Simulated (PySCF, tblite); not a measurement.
# C5H7F2O radical: geometry, infrared bands and EPR parameters

Aim: predict the infrared bands and EPR parameters of C5H7F2O radical (`FC(F)[C]1CCCO1`).

Computed with tblite 0.8.0 and PySCF 2.14.0, with density-fitted response routines of our own, on a single molecule in the gas phase. Atoms count from 0, in the outputs and in this text.

## 1. The molecule as given

15 atoms, charge 0, multiplicity 2; geometry from: force field or distance geometry start.

Bonds of the start (Å): F0–C1 1.35, C1–F2 1.37, C1–C3 1.47, C3–C4 1.47, C4–C5 1.51, C5–C6 1.51, C6–O7 1.44, O7–C3 1.39, C1–H8 1.11, C4–H9 1.09, C4–H10 1.10, C5–H11 1.09, C5–H12 1.08, C6–H13 1.10, C6–H14 1.09.

## 2. Geometry optimisation with GFN2-xTB

Job settings and geometry (Å):

```
{"job": {"kind": "relax", "xc": "GFN2-xTB", "basis": "xTB"}, "charge": 0, "multiplicity": 2}
F      2.628400     0.579300    -1.083700
C      2.164700    -0.005300     0.045700
F      2.552100     0.801300     1.081500
C      0.698000    -0.153100     0.010900
C     -0.244100     0.966700    -0.139500
C     -1.533300     0.207500    -0.368600
C     -1.292900    -1.078800     0.391200
O      0.109800    -1.384800     0.262600
H      2.686600    -0.971700     0.173200
H     -0.286400     1.571600     0.769000
H     -0.000200     1.606000    -1.000200
H     -2.421000     0.744200    -0.025400
H     -1.657600    -0.007800    -1.424500
H     -1.515200    -0.967000     1.459000
H     -1.893300    -1.899900    -0.000300
```

Command:

```console
> OMP_NUM_THREADS=1 python probes_run.py task.json out
```

One launch serves the whole session: the jobs run in the order shown.

Standard output:

```text
step      E/eV     max force
  0    -755.09289    1.288
  1    -755.14088    0.414
  2    -755.15070    0.298
  3    -755.16112    0.219
  4    -755.16633    0.204
  5    -755.16913    0.106
  6    -755.17076    0.106
  7    -755.17251    0.115
  8    -755.17413    0.151
  9    -755.17540    0.124
 10    -755.17640    0.077
 11    -755.17743    0.081
 12    -755.17857    0.098
 13    -755.17971    0.102
 14    -755.18070    0.074
 15    -755.18148    0.061
 16    -755.18202    0.049
 17    -755.18234    0.045
 18    -755.18256    0.038
 19    -755.18279    0.040
 20    -755.18303    0.051
 21    -755.18326    0.047
 22    -755.18344    0.045
 23    -755.18358    0.032
 24    -755.18369    0.028
 25    -755.18376    0.020
 26    -755.18381    0.019
 27    -755.18384    0.019
 28    -755.18388    0.016
 29    -755.18393    0.019
 30    -755.18399    0.019
 31    -755.18405    0.022
 32    -755.18411    0.022
 33    -755.18418    0.026
 34    -755.18425    0.026
 35    -755.18434    0.022
 36    -755.18442    0.024
 37    -755.18449    0.018
 38    -755.18454    0.015
 39    -755.18458    0.015
 40    -755.18463    0.018
 41    -755.18467    0.016
 42    -755.18470    0.012
 43    -755.18471    0.011
 44    -755.18472    0.011
 45    -755.18474    0.010
```

It took 0.17 s on 1 thread of Arm Neoverse V2, shared host.

Relaxation path: (not every step is listed)

| step | energy from step 0 (eV) | largest force (eV/Å) |
| --- | --- | --- |
| 0 | 0.0000 | 1.2877 |
| 1 | -0.0480 | 0.4137 |
| 2 | -0.0578 | 0.2979 |
| 3 | -0.0682 | 0.2191 |
| 4 | -0.0734 | 0.2040 |
| 5 | -0.0762 | 0.1064 |
| 6 | -0.0779 | 0.1064 |
| 7 | -0.0796 | 0.1148 |
| 8 | -0.0812 | 0.1506 |
| 11 | -0.0845 | 0.0814 |
| 14 | -0.0878 | 0.0741 |
| 17 | -0.0894 | 0.0453 |
| 20 | -0.0901 | 0.0507 |
| 23 | -0.0907 | 0.0323 |
| 26 | -0.0909 | 0.0191 |
| 29 | -0.0910 | 0.0190 |
| 32 | -0.0912 | 0.0217 |
| 35 | -0.0915 | 0.0220 |
| 38 | -0.0916 | 0.0153 |
| 40 | -0.0917 | 0.0178 |
| 41 | -0.0918 | 0.0162 |
| 42 | -0.0918 | 0.0119 |
| 43 | -0.0918 | 0.0110 |
| 44 | -0.0918 | 0.0106 |
| 45 | -0.0919 | 0.0100 |

Close pairs (by a distance rule), those that changed most:

| bond | before (Å) | after (Å) | change (Å) |
| --- | --- | --- | --- |
| C6–O7 | 1.441 | 1.419 | -0.022 |
| C5–C6 | 1.513 | 1.533 | +0.020 |
| C4–C5 | 1.514 | 1.533 | +0.020 |
| C3–O7 | 1.388 | 1.368 | -0.020 |
| C3–C4 | 1.471 | 1.489 | +0.018 |
| F0–C1 | 1.354 | 1.370 | +0.016 |
| C1–F2 | 1.369 | 1.382 | +0.013 |
| C1–C3 | 1.475 | 1.463 | -0.012 |

The next job starts from the end point, and lists it.

## 3. Infrared spectrum with GFN2-xTB

Job settings and geometry (Å):

```
{"job": {"kind": "ir", "xc": "GFN2-xTB", "basis": "xTB"}, "charge": 0, "multiplicity": 2}
F      2.704217     0.548600    -1.055520
C      2.171217    -0.032396     0.064799
F      2.609358     0.787730     1.086936
C      0.712657    -0.120172    -0.003194
C     -0.262561     0.991689    -0.177933
C     -1.573533     0.216675    -0.356786
C     -1.285521    -1.094516     0.383569
O      0.112139    -1.316784     0.279349
H      2.644637    -1.013808     0.202719
H     -0.295268     1.636225     0.710942
H     -0.014746     1.623899    -1.032163
H     -2.436677     0.733406     0.054431
H     -1.749622     0.017938    -1.414224
H     -1.542519    -1.010879     1.447699
H     -1.798193    -1.959617    -0.039882
```

Standard output:

```text
mode    cm-1     km/mol
  1      21.8      0.21
  2      53.9      5.28
  3     172.4      2.34
  4     176.7      5.58
  5     195.4      4.17
  6     358.9      9.75
  7     401.1      4.50
  8     526.2      8.36
  9     618.8      1.90
 10     679.2     45.53
 11     824.5      9.51
 12     857.6    211.74
 13     878.4      3.88
 14     894.9      1.70
 15     963.1    105.45
 16     973.1     54.43
 17    1016.6     62.53
 18    1043.2      0.56
 19    1071.0     18.84
 20    1135.7      7.60
 21    1168.2      2.06
 22    1191.9      6.19
 23    1210.5     58.49
 24    1217.9      6.31
 25    1246.8     24.59
 26    1276.0     10.61
 27    1301.0      1.25
 28    1323.2     23.65
 29    1383.6     42.82
 30    1456.7      2.88
 31    1466.6      3.61
 32    1482.0      1.58
 33    2873.1     16.32
 34    2895.7     34.04
 35    2924.0     19.56
 36    2977.8     10.22
 37    2986.9     19.86
 38    3003.6     32.72
 39    3037.1     23.75
```

Run time: 0.3 s. Hardware: 1 thread of Arm Neoverse V2, shared host.

The strongest bands and the atoms that carry them (share of the mass-weighted mode):

| cm⁻¹ | km/mol | atoms |
| --- | --- | --- |
| 679 | 45.5 | C1 38 %, O7 25 %, C3 13 % |
| 858 | 211.7 | C1 63 %, F2 27 % |
| 963 | 105.5 | C1 37 %, F0 19 %, C6 17 % |
| 973 | 54.4 | C5 24 %, C6 16 %, C1 13 % |
| 1017 | 62.5 | C6 22 %, O7 19 %, H10 13 % |
| 1210 | 58.5 | H8 53 %, O7 11 %, C3 10 % |
| 1384 | 42.8 | C3 54 %, O7 16 %, C1 13 % |
| 2896 | 34.0 | H13 91 % |

## 4. g tensor and hyperfine couplings: B3LYP/pcH-1

Same as in step 3 but for these lines:

```diff
@@ -1,2 +1,2 @@
-{"job": {"kind": "ir", "xc": "GFN2-xTB", "basis": "xTB"}, "charge": 0, "multiplicity": 2}
+{"job": {"kind": "epr", "basis": "pcH-1"}, "charge": 0, "multiplicity": 2}
 F      2.704217     0.548600    -1.055520
```

Method: UKS B3LYP, pcH-1 on C F H O, non-relativistic, mean-field spin-orbit, GIAO.

Standard output:

```text
UKS, coarse grid
  cycle   1  E = -469.49461319  |g| = 6.23e-01
  cycle   2  E = -469.30246724  |g| = 1.01e+00
  cycle   3  E = -469.61898072  |g| = 8.65e-02
  cycle   4  E = -469.62105379  |g| = 5.41e-02
  cycle   5  E = -469.62213550  |g| = 1.19e-02
  cycle   6  E = -469.62217953  |g| = 4.98e-03
  cycle   7  E = -469.62219031  |g| = 1.18e-03
  cycle   8  E = -469.62219166  |g| = 5.13e-04
UKS, final grid
  cycle   1  E = -469.62221508  |g| = 5.43e-04
  cycle   2  E = -469.62221503  |g| = 6.97e-04
  cycle   3  E = -469.62221520  |g| = 1.06e-04
  cycle   4  E = -469.62221520  |g| = 2.73e-05
E = -469.62221520 Eh   <S^2> = 0.7537 (exact 0.7500)
g shifts (ppm)      1          2          3
  rmc          -225       -225       -225
  gc             11         78         46
  oz_so          -2        781       2206
  total        -216        633       2026
hyperfine (MHz)  atom isotope    a_iso     a_fc   dipolar eigenvalues
    0   19F     137.99     137.99    -61.74    -59.57    121.30
    1   13C     -29.57     -29.57     -4.45     -0.47      4.92
    2   19F     218.92     218.92    -87.82    -83.88    171.70
    3   13C      85.54      85.54    -73.66    -73.14    146.79
    4   13C     -27.99     -27.99     -1.58     -0.13      1.71
    5   13C       0.80       0.80     -1.58      0.19      1.39
    6   13C      -5.61      -5.61     -1.62     -0.89      2.51
    7   17O     -27.14     -27.14    -75.59     36.31     39.29
    8    1H      -1.49      -1.49     -6.33     -3.86     10.20
    9    1H     107.63     107.63     -4.68     -3.29      7.97
   10    1H      53.91      53.91     -4.38     -4.10      8.48
   11    1H      -2.32      -2.32     -1.87     -1.59      3.46
   12    1H      -1.55      -1.55     -2.73     -2.31      5.04
   13    1H      17.63      17.63     -3.47     -2.82      6.29
   14    1H       1.61       1.61     -3.18     -2.80      5.98
```

It took 61 s on 1 thread of Arm Neoverse V2, shared host; peak memory 0.96 GiB.

Principal g values 2.00210, 2.00295, 2.00435; g(iso) = 2.00313, against 2.00232 for a free electron.

Mean a(iso) over the nuclei that a row names, and the largest dipolar term of the row (other rows stand at the frozen geometry):

| nuclei | isotope | a(iso) (MHz) | a(iso) (G, at g = 2.0023) | largest dipolar term (MHz) |
| --- | --- | --- | --- | --- |
| F0, F2 | 19F | 178.5 | 63.7 | 171.7 |
| C3 | 13C | 85.5 | 30.5 | 146.8 |
| H9, H10 | 1H | 80.8 | 28.8 | 8.5 |
| C1 | 13C | -29.6 | -10.5 | 4.9 |
| C4 | 13C | -28.0 | -10.0 | 1.7 |
| O7 | 17O | -27.1 | -9.7 | -75.6 |
| H13, H14 | 1H | 9.6 | 3.4 | 6.3 |
| C6 | 13C | -5.6 | -2.0 | 2.5 |
| H11, H12 | 1H | -1.9 | -0.7 | 5.0 |
| H8 | 1H | -1.5 | -0.5 | 10.2 |
| C5 | 13C | 0.8 | 0.3 | -1.6 |

Mulliken spin populations:

F0 0.02; C1 -0.01; F2 0.03; C3 0.80; C4 -0.06; C5 0.01; C6 -0.01; O7 0.15; H8 0.00; H9 0.05; H10 0.02; H11 0.00; H12 0.00; H13 0.01; H14 0.00

In first order the couplings over 0.8 MHz of 19F, 1H give 162 distinct lines over 193.8 G, if the averaged nuclei exchange fast.

Orbitals, density, ELF and potential are computed afterwards from the orbital file.

ELF in a plane through or near 7 of the atoms.

Ten even steps from ' ' (0.00) to '@' (1.00):
```
                                                        
                                                        
                                                        
                      ::==++--                          
                    ..**%%@@##::                        
                    ..##@@@@%%==..  ..::--::            
            ..        **%%@@%%++--::==##%%##==          
          ..::..      --++==::**##++##@@@@%%**..        
          ....::......==%%##--%%@@::::%%%%##==          
          ....==--++##----%%++==**::--++++::..          
            ::::##==@@..%%--::..++@@%%**..              
          ..==##::==%%==--%%++==++--++==..              
        ..##@@@@@@##..::++==..%%**..**%%##--            
        --@@@@@@@@##  ::##%%****==**@@@@%%++::          
        ..%%@@@@@@==  --##%%%%--..--%%%%%%++..          
          ..==##==    ..==**==..    ==++==..            
                          ....        ..                
                                                        
                                                        
                                                        
```
The map spans 10.7 Å across and 8.9 Å up, centred on the molecule. Atoms in the plane (x, y in Å): C1 (-2.1, -0.3), C3 (-0.7, -0.2), C4 (0.1, 1.0), C5 (1.5, 0.5), C6 (1.4, -1.0), O7 (0.1, -1.3), H8 (-2.5, -1.4).

On the surface of density 0.002 e/bohr³ the electrostatic potential runs, from the 1st to the 99th percentile, from -1.16 V near F2 to 1.09 V near H14.

The spin density lies nearest to C3 58 %; O7 18 %.

## 5. What came out

| quantity | value |
| --- | --- |
| strongest single infrared mode (GFN2-xTB) | 858 cm⁻¹, 212 km/mol |
| zero-point energy (GFN2-xTB) | 70.5 kcal/mol |
| g(iso) (B3LYP) | 2.00313 |
| ⟨S²⟩ | 0.754 (exact 0.75) |
| largest a(iso) (averaged by class) | 19F on F0, F2, 178.5 MHz |
| surface potential, 1st and 99th percentile | -1.16 V and 1.09 V |

What this shows: Over 45 steps the energy fell by 0.092 eV; of the close pairs, C6–O7 changed most, 1.441 to 1.419 Å. No mode is imaginary among the 39: a minimum at this level. The strongest single mode, at 858 cm⁻¹, moves mainly C1. GFN2-xTB is a fitted tight-binding method: band positions and strengths are rough. Its intensities can rank the bands wrongly. C3 carries the largest spin population, 0.80 e. The isotropic g lies 0.8 ppt above the free-electron value.
